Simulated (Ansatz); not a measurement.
# NbRu: a tetragonal deformation path

The task, for NbRu: follow a tetragonal deformation at fixed volume.

Computed with Ansatz 0.2.0 (DFT r2SCAN, scalar-relativistic, plane waves, PAW, unless a step's input says otherwise).

**1. Starting point**

The structure is tetragonal, space group P4/mmm (No. 123). Conventional cell: a = 3.000 Å, b = 3.000 Å, c = 3.380 Å, α = 90.00°, β = 90.00°, γ = 90.00°. Nb (site symmetry 4/mmm) has 8 Ru at 2.71 Å and 4 Nb at 3.00 Å in its first shell of neighbours. Ru (site symmetry 4/mmm) is surrounded by 8 Nb at 2.71 Å and 4 Ru at 3.00 Å.

Structure file:

```
CELL_PARAMETERS angstrom
3.00000 0.00000 0.00000
0.00000 3.00000 0.00000
0.00000 0.00000 3.38000
ATOMIC_POSITIONS crystal
Nb 0.00000 0.00000 0.00000
Ru 0.50000 0.50000 0.50000
```

No relaxation comes first: the listed cell is the starting point.

**2. The reference: the undisturbed cell on the scan's mesh**

File input.yaml:

```yaml
crystal:
  lattice:
    - [3.0, 0.0, 0.0]
    - [0.0, 3.0, 0.0]
    - [0.0, 0.0, 3.38]
  atoms:
    - { symbol: Nb, position: [0.0, 0.0, 0.0] }
    - { symbol: Ru, position: [0.5, 0.5, 0.5] }
basis:
  ecutwfc: 500
kpoints:
  mp_grid: { grid: [18, 18, 16] }
hamiltonian:
  xc: r2scan
scf:
  occupations: { method: gaussian, width: 0.15 }
output:
  forces: true
  stress: true
  eigenvalues: true
  write_density: true
  write_potential: true
  elf: true
  volumetric_format: npy
```

Started as:

```console
$ ansatz run input.yaml --threads 1 --pin off --max-ram 2560MiB --backend cpu --events-out ev --progress --plain --runs-dir out
```

**3. Setting up a tetragonal deformation path**

At fixed volume and fractional coordinates, lengths along (0.000, 0.000, 1.000) are scaled against those across it; ρ is that ratio over its starting value.

**4. At ρ = 0.850**

input.yaml: that of step 2 with these lines changed.

```diff
@@ -2,5 +2,5 @@
   lattice:
-    - [3.0, 0.0, 0.0]
-    - [0.0, 3.0, 0.0]
-    - [0.0, 0.0, 3.38]
+    - [3.1670015759, 0.0, 0.0]
+    - [0.0, 3.1670015759, 0.0]
+    - [0.0, 0.0, 3.0329318426]
   atoms:
@@ -20,5 +20 @@
   eigenvalues: true
-  write_density: true
-  write_potential: true
-  elf: true
-  volumetric_format: npy
```

**5. ρ = 1.200**

input.yaml: that of step 4 with these lines changed.

```diff
@@ -2,5 +2,5 @@
   lattice:
-    - [3.1670015759, 0.0, 0.0]
-    - [0.0, 3.1670015759, 0.0]
-    - [0.0, 0.0, 3.0329318426]
+    - [2.8231080866, 0.0, 0.0]
+    - [0.0, 2.8231080866, 0.0]
+    - [0.0, 0.0, 3.8168421331]
   atoms:
```

**6. ρ = 0.920**

input.yaml: that of step 5 with these lines changed.

```diff
@@ -2,5 +2,5 @@
   lattice:
-    - [2.8231080866, 0.0, 0.0]
-    - [0.0, 2.8231080866, 0.0]
-    - [0.0, 0.0, 3.8168421331]
+    - [3.0845511681, 0.0, 0.0]
+    - [0.0, 3.0845511681, 0.0]
+    - [0.0, 0.0, 3.1972401041]
   atoms:
```

**7. Point ρ = 1.100**

input.yaml: that of step 6 with these lines changed.

```diff
@@ -2,5 +2,5 @@
   lattice:
-    - [3.0845511681, 0.0, 0.0]
-    - [0.0, 3.0845511681, 0.0]
-    - [0.0, 0.0, 3.1972401041]
+    - [2.9061879185, 0.0, 0.0]
+    - [0.0, 2.9061879185, 0.0]
+    - [0.0, 0.0, 3.6017355603]
   atoms:
@@ -20 +20,5 @@
   eigenvalues: true
+  write_density: true
+  write_potential: true
+  elf: true
+  volumetric_format: npy
```

**8. Point ρ = 0.960**

File input.yaml:

```yaml
crystal:
  lattice:
    - [3.0411009978, 0.0, 0.0]
    - [0.0, 3.0411009978, 0.0]
    - [0.0, 0.0, 3.2892548392]
  atoms:
    - { symbol: Nb, position: [0.0, 0.0, 0.0] }
    - { symbol: Ru, position: [0.5, 0.5, 0.5] }
basis:
  ecutwfc: 500
kpoints:
  mp_grid: { grid: [18, 18, 16] }
hamiltonian:
  xc: r2scan
scf:
  occupations: { method: gaussian, width: 0.15 }
output:
  forces: true
  stress: true
  eigenvalues: true
```

**9. ρ = 1.050**

input.yaml: that of step 8 with these lines changed.

```diff
@@ -2,5 +2,5 @@
   lattice:
-    - [3.0411009978, 0.0, 0.0]
-    - [0.0, 3.0411009978, 0.0]
-    - [0.0, 0.0, 3.2892548392]
+    - [2.9516044404, 0.0, 0.0]
+    - [0.0, 2.9516044404, 0.0]
+    - [0.0, 0.0, 3.491748053]
   atoms:
```

**10. Point ρ = 0.800**

input.yaml: that of step 9 with these lines changed.

```diff
@@ -2,5 +2,5 @@
   lattice:
-    - [2.9516044404, 0.0, 0.0]
-    - [0.0, 2.9516044404, 0.0]
-    - [0.0, 0.0, 3.491748053]
+    - [3.231652035, 0.0, 0.0]
+    - [0.0, 3.231652035, 0.0]
+    - [0.0, 0.0, 2.9127957009]
   atoms:
```

**11. Point ρ = 1.300**

input.yaml: that of step 10 with these lines changed.

```diff
@@ -2,5 +2,5 @@
   lattice:
-    - [3.231652035, 0.0, 0.0]
-    - [0.0, 3.231652035, 0.0]
-    - [0.0, 0.0, 2.9127957009]
+    - [2.7487809812, 0.0, 0.0]
+    - [0.0, 2.7487809812, 0.0]
+    - [0.0, 0.0, 4.0260478772]
   atoms:
```

(Steps that only read results are left out.)

What does the calculation give? Wanted: highest point.

As calculated:

```
     quantity                        value
highest point  193.3 meV/atom at ρ = 1.300
```

In words: No sampled point lies below the undisturbed cell. No further minimum shows among the sampled points.
